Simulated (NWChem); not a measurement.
**One shape, several levels: BH3S2O (SMILES OB(S)S)**

Wanted: a comparison of 5 runs (HF/STO-3G, HF/3-21G, B3LYP/6-31G*, CAM-B3LYP/cc-pVDZ) of BH3S2O. 

The results are computed with NWChem 7.3.0.

## Step 1: Starting point

BH3S2O: 7 atoms, total charge 0, spin state singlet. As SMILES, `OB(S)S`. Geometry: relaxed at PBE0-D4/def2-TZVP. This is one conformer, not always the lowest.

Bond lengths: O1–B2 1.356 Å, B2–S3 1.814 Å, B2–S4 1.821 Å, O1–H5 0.959 Å, S3–H6 1.342 Å, S4–H7 1.344 Å. Angles: O1–B2–S3 115.7°, O1–B2–S4 125.4°, S3–B2–S4 118.9°, B2–O1–H5 115.1°, B2–S3–H6 96.4°, B2–S4–H7 97.8°.

## Step 2: Energy and gradient at HF/STO-3G (run 1)

The input, bh3os2.xyz:

```xyz
7

O     -1.258000     0.682600     0.409800
B     -0.068200     0.046200     0.279300
S      0.797400    -0.326900     1.829100
S      0.697600    -0.445200    -1.298000
H     -1.708400     0.874500    -0.414600
H      1.861600    -0.919300     1.266500
H     -0.260700     0.020100    -2.117700
```

The input, bh3os2.nw:

```
start bh3os2
memory total 2200 mb

geometry noautosym nocenter noautoz
 load bh3os2.xyz
end

basis "ao basis" spherical bse
 O library STO-3G
 B library STO-3G
 S library STO-3G
 H library STO-3G
end

scf
 singlet
 rhf
 thresh 1e-08
 maxiter 80
 noprint "final vectors analysis"
end

task scf gradient
```

Command:

```
$ nwchem bh3os2.nw > bh3os2.out
```

Log:

```text
[...]
  functions       =    31
[...]
  wavefunction    = RHF
[...]
         Total SCF energy =   -886.413690113536
      One-electron energy =  -1607.880517304744
      Two-electron energy =    532.843908098706
 Nuclear repulsion energy =    188.622919092502
        Time for solution =      2.4s
[...]
                         RHF ENERGY GRADIENTS
    atom               coordinates                        gradient
                 x          y          z           x          y          z
   1 O      -2.377275   1.289927   0.774410   -0.018070   0.007979  -0.028487
   2 B      -0.128879   0.087305   0.527800   -0.009575   0.005149   0.001482
   3 S       1.506868  -0.617751   3.456498    0.000444   0.000605   0.015619
   4 S       1.318273  -0.841306  -2.452864    0.014280  -0.007908  -0.005598
   5 H      -3.228408   1.652565  -0.783480    0.011447  -0.004490   0.028381
   6 H       3.517914  -1.737225   2.393338    0.007606  -0.004232  -0.004099
   7 H      -0.492652   0.037983  -4.001873   -0.006132   0.002895  -0.007298
[...]
```

It took 3.9 s on 1 thread of Intel Xeon Platinum 8259CL at 2.50GHz (Skylake/Cascade Lake), shared host; peak memory 0.1 GiB.

## Step 3: Energy and gradient at HF/3-21G (run 2)

Edit bh3os2.xyz of step 2 so:

```diff
@@ -1,3 +1,3 @@
 7
-
+BH3OS2 gradient
 O     -1.258000     0.682600     0.409800
```

The input, bh3os2.nw:

```
start bh3os2
title "BH3OS2 gradient"
memory stack 880 mb heap 220 mb global 1100 mb
geometry noautosym nocenter noautoz
  load format xyz bh3os2.xyz
end
basis spherical bse
  * library 3-21G
end
scf
  thresh 1e-08
  maxiter 80
  print low
end
task scf gradient
```

Command:

```
$ nwchem bh3os2.nw > bh3os2.out
```

Log:

```text
[...]
  functions       =    50
[...]
  wavefunction    = RHF
[...]
         Total SCF energy =   -891.945192157314
      One-electron energy =  -1607.814285850574
      Two-electron energy =    527.246174600758
 Nuclear repulsion energy =    188.622919092502
        Time for solution =      2.6s
[...]
                         RHF ENERGY GRADIENTS
    atom               coordinates                        gradient
                 x          y          z           x          y          z
   1 O      -2.377275   1.289927   0.774410    0.004150  -0.001772   0.007528
   2 B      -0.128879   0.087305   0.527800   -0.003383   0.000964  -0.015078
   3 S       1.506868  -0.617751   3.456498   -0.004424   0.002014  -0.006006
   4 S       1.318273  -0.841306  -2.452864   -0.003341   0.002330   0.010492
   5 H      -3.228408   1.652565  -0.783480    0.013227  -0.006969   0.000516
   6 H       3.517914  -1.737225   2.393338   -0.006672   0.003258  -0.004907
   7 H      -0.492652   0.037983  -4.001873    0.000443   0.000175   0.007455
 Task  times  cpu:        3.5s     wall:        3.5s
 Total times  cpu:        3.5s     wall:        3.5s
```

Wall time 4.2 s (1 thread of Intel Xeon Platinum 8259CL at 2.50GHz (Skylake/Cascade Lake), shared host); peak memory 0.098 GiB.

Runs 3 to 4 aren't shown in full; the table further down has their settings and results.

## Step 4: Energy and forces at CAM-B3LYP/cc-pVDZ (run 5)

The input, run.py:

```python
from ase import Atoms
from ase.calculators.nwchem import NWChem

system = Atoms(['O', 'B', 'S', 'S', 'H', 'H', 'H'], positions=[
    [-1.258000, 0.682600, 0.409800],
    [-0.068200, 0.046200, 0.279300],
    [0.797400, -0.326900, 1.829100],
    [0.697600, -0.445200, -1.298000],
    [-1.708400, 0.874500, -0.414600],
    [1.861600, -0.919300, 1.266500],
    [-0.260700, 0.020100, -2.117700],
])

calc = NWChem(
    label='bh3os2',
    theory='dft',
    memory='2200 mb',
    basis='cc-pVDZ',
    basispar='spherical bse',
    dft={'xc': 'xcamb88 1.00 lyp 0.81 vwn_5 0.19 hfexch 1.00', 'cam': '0.33 cam_alpha 0.19 cam_beta 0.46', 'mult': '1', 'grid': 'xfine', 'convergence': 'energy 1e-08', 'direct': None, 'iterations': '100', 'mulliken': None},
)
system.calc = calc

forces = system.get_forces()
print(f"energy = {system.get_potential_energy():.6f} eV")
print("forces (eV/A):")
for s, f in zip(system.symbols, forces):
    print(f"{s:2s} {f[0]:10.5f} {f[1]:10.5f} {f[2]:10.5f}")
print("dipole (e A):", system.get_dipole_moment().round(4))
```

Command:

```
$ export ASE_NWCHEM_COMMAND="nwchem PREFIX.nwi > PREFIX.nwo"
$ python run.py
```

Log:

```text
energy = -24445.447728 eV
forces (eV/A):
O     0.11292   -0.04674    0.23536
B    -0.12408    0.06752    0.03013
S    -0.15802    0.09904    0.29336
S     0.24662   -0.13205   -0.02355
H    -0.12537    0.05302   -0.24333
H     0.25233   -0.13833   -0.09631
H    -0.20435    0.09755   -0.19561
dipole (e A): [-0.2072  0.0847 -0.4589]
```

The calculator wrote bh3os2.nwi:

```
title "bh3os2"

permanent_dir bh3os2

scratch_dir bh3os2

start bh3os2

geometry units angstrom nocenter noautosym noautoz
  O  -1.2580000000000000e+00 6.8259999999999998e-01 4.0980000000000000e-01
  B  -6.8199999999999997e-02 4.6199999999999998e-02 2.7929999999999999e-01
  S  7.9740000000000000e-01 -3.2690000000000002e-01 1.8290999999999999e+00
  S  6.9760000000000000e-01 -4.4519999999999998e-01 -1.2980000000000000e+00
  H  -1.7083999999999999e+00 8.7450000000000006e-01 -4.1460000000000002e-01
  H  1.8615999999999999e+00 -9.1930000000000001e-01 1.2665000000000000e+00
  H  -2.6069999999999999e-01 2.0100000000000000e-02 -2.1177000000000001e+00
end

memory 2200 mb

basis spherical bse noprint
   * library cc-pVDZ
end

dft
  xc xcamb88 1.00 lyp 0.81 vwn_5 0.19 hfexch 1.00
  cam 0.33 cam_alpha 0.19 cam_beta 0.46
  mult 1
  grid xfine
  convergence energy 1e-08
  direct
  iterations 100
  mulliken
end

task dft gradient
```

bh3os2.nwo:

```text
Northwest Computational Chemistry Package (NWChem) 7.3.0
             --------------------------------------------------------

           Job information
           ---------------

    nwchem branch   = 7.3.0
    use scalapack   = T
    input           = bh3os2.nwi
    prefix          = bh3os2.
    data base       = bh3os2/bh3os2.db
    status          = startup
    nproc           =        1

           Memory information
           ------------------

    heap     =     72089600 doubles =      550.0 Mbytes
    stack    =     72089597 doubles =      550.0 Mbytes
    global   =    144179200 doubles =     1100.0 Mbytes (distinct from heap & stack)
    total    =    288358397 doubles =     2200.0 Mbytes
    verify   = yes
    hardfail = no

[... 107 lines left out ...]
  convergence criterion.
[... 47 lines left out ...]
          Spatial weights used:  Erf1
[... 76 lines left out ...]
         Total DFT energy =     -898.353641614347
[... 3 lines left out ...]
 Nuclear repulsion energy =      188.622919092501
[... 626 lines left out ...]
          Convergence on gradient requested:  5.00D-04
[... 33 lines left out ...]
          total energy or number of iterations.
[... 44 lines left out ...]
                 ----------------------------------------
                 |  Time  |  1-e(secs)   |  2-e(secs)   |
                 ----------------------------------------
                 |  CPU   |       0.02   |      36.87   |
                 ----------------------------------------
                 |  WALL  |       0.02   |      36.87   |
                 ----------------------------------------

 Task  times  cpu:      167.7s     wall:      167.7s
 Total times  cpu:      167.7s     wall:      167.7s
```

It took 2.8 min on 1 thread of Intel Xeon Platinum 8259CL at 2.50GHz (Skylake/Cascade Lake), shared host; peak memory 0.15 GiB.

## Step 5: The series

| run | level | iteration cap | module | energy (Eh) | dipole moment (D) | largest force (eV/Å) | wall time |
| --- | --- | --- | --- | --- | --- | --- | --- |
| 1 | HF/STO-3G | 80 | scf | -886.413690 | 2.19 | 1.783 | 3.9 s |
| 2 | HF/3-21G | 80 | scf | -891.945192 | – | 0.796 | 4.2 s |
| 3 | B3LYP/6-31G* (spherical functions) | 100 | dft | -898.350014 | 2.58 | 0.409 | 47 s |
| 4 | B3LYP/6-31G* (Cartesian functions) | 100 | dft | -898.357406 | 2.57 | 0.409 | 56 s |
| 5 | CAM-B3LYP/cc-pVDZ | 100 | dft | -898.353642 | 2.45 | 0.348 | 2.8 min |

## Step 6: Results

| quantity | value |
| --- | --- |
| run 5: total energy | -898.35364 Eh |
| run 5: dipole moment | 2.45 D |
| run 5: HOMO energy | -8.52 eV |
| run 5: LUMO energy | 1.18 eV |
| run 5: HOMO–LUMO gap | 9.70 eV |
| run 5: largest force on an atom | 0.348 eV/Å |

**Reading.** Over runs 1, 3, 4, 5 the dipole moment (its size) runs from 2.19 D (HF/STO-3G) to 2.58 D (B3LYP/6-31G*). The two ends differ in method and basis. Over runs 3, 4, 5 the HOMO–LUMO gap runs from 7.07 eV (B3LYP/6-31G*) to 9.70 eV (CAM-B3LYP/cc-pVDZ). Totals of different functionals can't be ranked against each other. In run 1 the basis is minimal, so the values are rough. All runs together took 4.7 min, the longest 2.8 min.
